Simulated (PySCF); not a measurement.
# YbBr: from the state search to spectroscopic constants

One table from this session's results is given with a row withheld; the runs are named, their logs left out.

Program: PySCF 2.14.0. Level of theory: Yb x2c-SVPall, Br x2c-SVPall, spin-free X2C with a Gaussian nucleus. These are calculated values, not measurements.

The first run:

A driver script around PySCF takes these settings:

```json
{"atoms": "Yb, Br", "charge": "0", "basis": "Yb x2c-SVPall, Br x2c-SVPall", "Hamiltonian": "spin-free X2C with a Gaussian nucleus", "basis functions": "117", "electrons treated": "105", "masses in u": "173.9389, 78.9183", "levels": "PBE0, PBE, r²SCAN, PW91, M06, HF, MP2, SCS-MP2", "grid": "80 radial by 434 angular points", "occupations": "held fixed by the projection of orbital angular momentum", "dissociation limit": "Yb + Br, each in its ground configuration", "starting distance in angstrom": "2.610", "values of 2S to try": "1, 3"}
```

Launch:

```console
OMP_NUM_THREADS=4 python dia.py task.json out
```

Steps of the session up to this table: The job; PBE0 along the bond; Higher solutions at PBE0; PBE (GGA); r²SCAN; PW91 (GGA); M06; UHF.

One of the session's tables, all rows but one given; the rest of the session is left out.

It belongs to the step «The curves together». Energy (eV) from each level's lowest point:

| R (Å) | UHF | UHF-MP2 | UHF-SCS-MP2 | PBE | PW91 |
| --- | --- | --- | --- | --- | --- |
| 2.277 | 1.324 | 0.759 | 0.869 | 0.723 | 0.715 |
| 2.383 | 0.674 | 0.306 | 0.376 | 0.292 | 0.286 |
| 2.489 | ? | ? | ? | ? | ? |
| 2.569 | 0.115 | 0.004 | 0.021 | 0.005 | 0.004 |
| 2.648 | 0.027 | 0.000 | 0.000 | 0.000 | 0.000 |
| 2.727 | 0.000 | 0.045 | 0.030 | 0.040 | 0.042 |
| 2.833 | 0.034 | 0.160 | 0.128 | 0.144 | 0.147 |
| 2.966 | 0.153 | 0.360 | 0.312 | 0.325 | 0.331 |
| 3.125 | 0.365 | 0.646 | 0.582 | 0.582 | 0.591 |
| 3.337 | 0.704 | 1.054 | 0.976 | 0.945 | 0.957 |

Estimate the missing values for R (Å) = 2.489.

Worked estimate for «UHF». A straight line through the neighbours (2.383, 0.674) and (2.569, 0.115) gives 0.674 + (0.115 − 0.674) × (2.489 − 2.383) / (2.569 − 2.383) = 0.355; a parabola fitted to 4 rows on both sides gives 0.272.

**Answer.** UHF: 0.283; UHF-MP2: 0.074; UHF-SCS-MP2: 0.111; PBE: 0.072; PW91: 0.069. In «UHF» the line misses by +0.072 and the parabola by -0.011.
